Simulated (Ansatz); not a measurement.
**C₄H₁₀O₂S: taking an electron away**

How much energy removes an electron from C₄H₁₀O₂S at fixed geometry? The cation is run at each level and the neutral's energy taken from earlier runs.

Computed with Ansatz 0.2.0, Gaussian basis. Level: unrestricted cation, the program's frozen cores in correlated methods.

Levels to be run: UKS PBE-D4/def2-TZVPP; UKS r2SCAN-D4/def2-TZVPP; UKS PBE0-D4/def2-TZVPP; UKS B3LYP-D4/def2-TZVPP; UKS wB97X-V/def2-TZVPP; UKS wB97M-V/def2-TZVPP; UKS B2PLYP/def2-TZVPP; UHF-CCSD(T)/def2-TZVPP; UHF-MP2/def2-QZVPP; extrapolation to the limit; then −ε(HOMO) from the neutral's earlier runs with LDA (SPW92), PBE-D4, revPBE-D4, BLYP-D4, r2SCAN-D4, B97M-V, PBE0-D4, B3LYP-D4, r2SCANh-D4, r2SCAN0-D4, HSE06-D4, BHLYP-D4, CAM-B3LYP-D4, LC-ωPBE, ωB97X-V, ωB97M-V.

### 1 The relaxed structure

An earlier PBE0-D4 in a triple-zeta def2 set relaxation fixed the geometry.

SMILES `CCS(=O)(=O)CC`, 17 atoms, charge 0, spin multiplicity 1.

Atoms are counted from 1 here; the program's logs count them from 0.

Bond lengths: C1–C2 1.514 Å, C1–H8 1.092 Å, C1–H9 1.092 Å, C1–H10 1.091 Å, C2–S3 1.782 Å, C2–H11 1.092 Å, C2–H12 1.094 Å, S3–O4 1.439 Å, S3–O5 1.439 Å, S3–C6 1.782 Å, C6–C7 1.514 Å, C6–H13 1.094 Å, C6–H14 1.092 Å, C7–H15 1.091 Å, C7–H16 1.092 Å, C7–H17 1.092 Å. Angles: C2–C1–H8 111.8°, C2–C1–H9 109.9°, C2–C1–H10 110.6°, H8–C1–H9 107.5°, H8–C1–H10 108.5°, H9–C1–H10 108.4°, C1–C2–S3 114.1°, C1–C2–H11 113.4°, C1–C2–H12 112.0°, S3–C2–H11 106.9°, S3–C2–H12 102.1°, H11–C2–H12 107.5°, C2–S3–O4 107.2°, C2–S3–O5 108.0°, C2–S3–C6 105.5°, O4–S3–O5 120.0°, O4–S3–C6 108.0°, O5–S3–C6 107.2° and more.

### 2 Cation, UKS PBE-D4/def2-TZVPP

Input file in.yaml:

```yaml
crystal:
  periodic: [false, false, false]
  atoms:
    - {symbol: C, position_ang: [1.637608, -1.085718, 0.668705]}
    - {symbol: C, position_ang: [0.788443, -1.044362, -0.583741]}
    - {symbol: S, position_ang: [0.311832, 0.597500, -1.085944]}
    - {symbol: O, position_ang: [-0.525773, 0.460599, -2.248492]}
    - {symbol: O, position_ang: [1.500483, 1.407041, -1.145904]}
    - {symbol: C, position_ang: [-0.690793, 1.231467, 0.243683]}
    - {symbol: C, position_ang: [-1.967564, 0.453490, 0.480364]}
    - {symbol: H, position_ang: [1.069912, -0.791114, 1.553762]}
    - {symbol: H, position_ang: [2.004144, -2.100093, 0.836709]}
    - {symbol: H, position_ang: [2.496885, -0.421071, 0.572387]}
    - {symbol: H, position_ang: [-0.128473, -1.631524, -0.505511]}
    - {symbol: H, position_ang: [1.334706, -1.403254, -1.460746]}
    - {symbol: H, position_ang: [-0.890282, 2.254812, -0.086943]}
    - {symbol: H, position_ang: [-0.049416, 1.290666, 1.125015]}
    - {symbol: H, position_ang: [-2.532988, 0.351895, -0.446654]}
    - {symbol: H, position_ang: [-1.767198, -0.544954, 0.874523]}
    - {symbol: H, position_ang: [-2.591516, 0.974629, 1.208806]}
basis:
  gaussian: {orbitals: def2-TZVPP}
total_charge: 1
magnetization: {spin_polarized: true, initial_magnetization: 1}
hamiltonian: {xc: pbe, dispersion: d4}
```

Run with:

```console
$ ansatz run in.yaml --threads 2 --pin off --events-out ev --progress --plain --max-ram 32768MiB --backend cuda --devices 0, --max-vram 18GiB
```

Further steps of the session: Cation, UKS r2SCAN-D4/def2-TZVPP; Cation, UKS PBE0-D4/def2-TZVPP; Cation, UKS B3LYP-D4/def2-TZVPP; Cation, UKS wB97X-V/def2-TZVPP; Cation, UKS wB97M-V/def2-TZVPP; Cation, UKS B2PLYP (frozen core)/def2-TZVPP; Cation, UHF-CCSD(T)/def2-TZVPP; Cation, UHF-MP2/def2-QZVPP.

Before running them: what should the planned runs give, taken together? Wanted: ionisation energy, CCSD(T)/CBS; nearest functional by difference; nearest −ε(HOMO); −ε(HOMO) of PBE; T1 of the cation.

As calculated:

| quantity | value |
| --- | --- |
| ionisation energy, CCSD(T)/CBS | 10.64 eV |
| nearest functional by difference | ωB97X-V (-0.29 eV) |
| nearest −ε(HOMO) | ωB97X-V (-0.13 eV) |
| −ε(HOMO) of PBE | 6.71 eV |
| T1 of the cation | 0.058 |

In words: By cation minus neutral, the functionals miss by 0.94 eV at most. −ε(HOMO) of PBE misses by 3.9 eV, since self-interaction lifts the level. Among orbital estimates ωB97X-V comes nearest. Hartree-Fock falls 1.16 eV short, as the neutral has more correlation energy than the cation. The cation's T1 (from the report) is 0.058, above the customary mark of 0.045 for open shells, so the coupled-cluster value is less safe.
